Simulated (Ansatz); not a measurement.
Crystal: Cu3O2.

```
Cu O
1.0
    -2.02298    2.02298    3.67362
     2.02298   -2.02298    3.67362
     2.02298    2.02298   -3.67362
Cu O
3 2
Cartesian
  0.0000 0.0000 0.0000
  0.0000 2.0230 1.8368
  2.0230 0.0000 1.8368
  0.0000 2.0230 0.0000
  2.0230 0.0000 0.0000
```

The cell comes from a database or a generator and needn't be the stable form of this composition.

Base run:

| Property | Result |
| --- | --- |
| Program | Ansatz 0.2.0 |
| Functional | PBE |
| Potentials or basis | Ansatz PAW |
| Cutoff | 420 eV |
| Density cutoff | 1680 eV |
| k mesh | 9 × 9 × 9 |
| Occupations | fermi-dirac, width 0.05 eV |
| Spin | no spin polarisation |
| Hubbard terms | Cu d U = 1 eV |

Its results: band gap on the k mesh none (metal or under the smearing width); pressure 1.2 GPa.

Problem. The run is repeated on the same cell with these changes: hubbard terms from Cu d U = 1 eV to Cu d U = 8 eV. What comes out?

Solution. Band gap on the k mesh none (metal or under the smearing width); pressure 6.3 GPa.

Caveats: an odd number of electrons without spin polarisation forces a metal; a magnetic or distorted state may lie lower; the run has no spin polarisation, though such a crystal can be magnetic; U without spin polarisation on a metal has little footing; the density of states is complete only up to the lowest level of the last band computed.

Not every run made on this cell is shown here.
